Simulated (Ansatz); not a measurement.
**B₂FH₂NO: one species, many methods**

An exercise on one series of results from a longer session: the logs are not shown, and one member is left open.

Computed with Ansatz 0.2.0, Gaussian basis. Level: functionals in def2-TZVPP, the program's frozen cores in correlated methods.

The runs, in order: LDA (SPW92), PBE-D4, revPBE-D4, BLYP-D4, r2SCAN-D4, B97M-V, PBE0-D4, B3LYP-D4, r2SCANh-D4, r2SCAN0-D4, HSE06-D4, BHLYP-D4, CAM-B3LYP-D4, LC-ωPBE, ωB97X-V, ωB97M-V, B2PLYP, PBE-QIDH; CCSD(T)/def2-SVP; CCSD(T)/def2-TZVPP; MP2/def2-QZVPP; extrapolation to the limit; RPA on PBE.

## The relaxed structure

The geometry comes from an earlier relaxation with PBE0-D4 in a triple-zeta def2 set; it is a stationary point, not always the lowest conformer.

SMILES `OB1NB1F`, 7 atoms, charge 0, spin multiplicity 1.

Atoms are counted from 1 here; the program's logs count them from 0.

Bond lengths: O1–B2 1.347 Å, O1–H6 0.959 Å, B2–N3 1.423 Å, B2–B4 1.598 Å, N3–B4 1.403 Å, N3–H7 1.012 Å, B4–F5 1.317 Å. Angles: B2–O1–H6 112.9°, O1–B2–N3 134.0°, O1–B2–B4 171.0°, N3–B2–B4 55.0°, B2–N3–B4 68.8°, B2–N3–H7 144.6°, B4–N3–H7 146.6°, B2–B4–N3 56.2°, B2–B4–F5 168.4°, N3–B4–F5 135.4°.

The first run:

Contents of in.yaml:

```yaml
crystal:
  periodic: [false, false, false]
  atoms:
    - {symbol: O, position_ang: [-1.276656, 0.176373, 1.308051]}
    - {symbol: B, position_ang: [-0.378955, 0.150203, 0.304212]}
    - {symbol: N, position_ang: [0.632166, -0.768229, -0.094782]}
    - {symbol: B, position_ang: [0.587028, 0.339723, -0.954127]}
    - {symbol: F, position_ang: [1.249971, 0.724057, -2.025319]}
    - {symbol: H, position_ang: [-1.829428, 0.960223, 1.293407]}
    - {symbol: H, position_ang: [1.077176, -1.650351, 0.122858]}
basis:
  gaussian: {orbitals: def2-TZVPP}
hamiltonian: {xc: lda}
output: {orbitals: {seedname: orbitals}}
```

Started as:

```bash
ansatz run in.yaml --threads 2 --pin off --events-out ev --progress --plain --max-ram 4352MiB
```

Steps of the session up to this table: LDA; PBE-D4 (GGA); revPBE-D4 (GGA); BLYP-D4 (GGA); r2SCAN-D4 (meta-GGA); B97M-V (meta-GGA); B3LYP-D4 (hybrid); r2SCANh-D4 (hybrid); r2SCAN0-D4 (hybrid); HSE06-D4 (hybrid); BHLYP-D4 (hybrid); CAM-B3LYP-D4 (range-separated); LC-ωPBE (range-separated); ωB97X-V (range-separated); ωB97M-V (range-separated); B2PLYP (double hybrid); PBE-QIDH (double hybrid).

One of the session's tables, all rows but one given; the rest of the session is left out.

```
  functional  HOMO (eV)  gap (eV)
 LDA (SPW92)      -6.09      4.98
      PBE-D4      -5.98      5.13
   revPBE-D4      -5.92      5.18
     BLYP-D4      -5.90      5.19
   r2SCAN-D4      -6.23      5.68
      B97M-V      -6.30      5.81
     PBE0-D4      -7.31      7.47
    B3LYP-D4      -7.12      7.05
  r2SCANh-D4      -6.72      6.54
  r2SCAN0-D4          ?         ?
    HSE06-D4      -6.90      6.68
    BHLYP-D4      -8.60      9.78
CAM-B3LYP-D4      -8.74     10.02
     LC-ωPBE     -10.06     12.53
     ωB97X-V      -9.72     12.10
     ωB97M-V      -9.54     11.57
```

Q: Estimate the row for r2SCAN0-D4 from the others.

Worked estimate for «HOMO (eV)». Against the share of exact exchange, r2SCAN-D4 (0, -6.23), r2SCANh-D4 (0.1, -6.72) give a slope of -4.90 per unit share; at 0.25 the line stands at -7.45.

The run gave: HOMO (eV): -7.47; gap (eV): 7.80. In «HOMO (eV)» the line misses by +0.02.
